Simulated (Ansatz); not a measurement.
Geometry optimisation, DFT PBE, scalar-relativistic, plane waves, PAW (Ansatz).

Input:

```yaml
crystal:
  lattice:
    - [0.0, 3.57, 3.57]
    - [3.57, 0.0, 3.57]
    - [3.57, 3.57, 0.0]
  atoms:
    - { symbol: C, position: [0.0, 0.0, 0.0] }
    - { symbol: C, position: [0.125, 0.125, 0.125] }
    - { symbol: C, position: [0.0, 0.0, 0.5] }
    - { symbol: C, position: [0.125, 0.125, 0.625] }
    - { symbol: C, position: [0.0, 0.5, 0.0] }
    - { symbol: C, position: [0.125, 0.625, 0.125] }
    - { symbol: C, position: [0.0, 0.5, 0.5] }
    - { symbol: C, position: [0.125, 0.625, 0.625] }
    - { symbol: C, position: [0.5, 0.0, 0.0] }
    - { symbol: C, position: [0.625, 0.125, 0.125] }
    - { symbol: C, position: [0.5, 0.0, 0.5] }
    - { symbol: C, position: [0.625, 0.125, 0.625] }
    - { symbol: C, position: [0.5, 0.5, 0.0] }
    - { symbol: C, position: [0.625, 0.625, 0.125] }
    - { symbol: C, position: [0.5, 0.5, 0.5] }
    - { symbol: C, position: [0.625, 0.625, 0.625] }
    - { symbol: H, position: [0.37023236, 0.85009871, -0.11015163] }
total_charge: 1
basis:
  ecutwfc: 420.0
kpoints:
  mp_grid: { grid: [3, 3, 3] }
hamiltonian:
  xc: pbe
  pseudopotentials: { kind: paw, azcp: { folder: soft_1 } }
scf:
  occupations: { method: fermi_dirac, width: 0.02 }
  lower_state_search: "off"
relax:
  f_tol: 0.03
  max_steps: 60
  adjacent_minimum: "off"
```

Command:

```bash
$ ansatz run input.yaml --threads 1 --pin off --max-ram 3072MiB --backend cpu --events-out ev --progress --plain --runs-dir out
```

Task: Where does it end, and by what steps?

Result: It converged. The force dipped under the threshold on the way, but the program's further checks kept it going. Limits of this set-up: a small cell, in which the defect meets its images, charged cell in a uniform background, uncorrected. After 18 steps the energy has fallen by 0.907 eV; H17 moved furthest, 0.74 Å. Joined: C6–H17 (1.68 → 1.18 Å), C13–H17 (1.44 → 1.19 Å).

```tsv
step	energy less start (eV)	largest force component (eV/Å)	accepted
0	0.0000	1.425	yes
1	-0.1191	0.679	yes
2	-0.2245	1.053	yes
3	-0.4470	1.172	yes
4	-0.6742	1.507	yes
5	-0.8420	0.904	yes
6	-0.8732	0.528	yes
7	-0.8917	0.127	yes
8	-0.8931	0.015	yes
9	-0.8931	0.015	yes
10	-0.8934	0.032	yes
11	-0.8935	0.018	yes
12	-0.8935	0.018	yes
13	-0.8935	0.017	yes
14	-0.8936	0.017	yes
15	-0.8939	0.051	yes
16	-0.8972	0.097	yes
17	-0.9066	0.015	yes
18	-0.9066	0.015	yes
```

```xyz
17
Lattice="0.0000 3.5700 3.5700 3.5700 0.0000 3.5700 3.5700 3.5700 0.0000" Properties=species:S:1:pos:R:3
C 0.033 -0.066 0.034
C 0.895 0.872 0.933
C 1.779 1.761 0.039
C 2.673 2.649 0.922
C 1.753 -0.019 1.845
C 2.736 0.806 2.631
C 3.568 1.768 1.817
C 4.446 2.652 2.735
C -0.006 1.761 1.832
C 0.906 2.651 2.691
C 1.794 3.552 1.815
C 2.670 4.443 2.718
C 1.693 1.830 3.677
C 2.664 2.697 4.539
C 3.552 3.555 3.612
C 4.443 4.438 4.509
H 2.743 1.280 3.710
```

Whether the end is a true minimum wasn't checked by a vibrational analysis.

Run time: 67 s on 1 thread of Arm Neoverse V2, with other jobs on the host, peak memory 0.32 GiB.
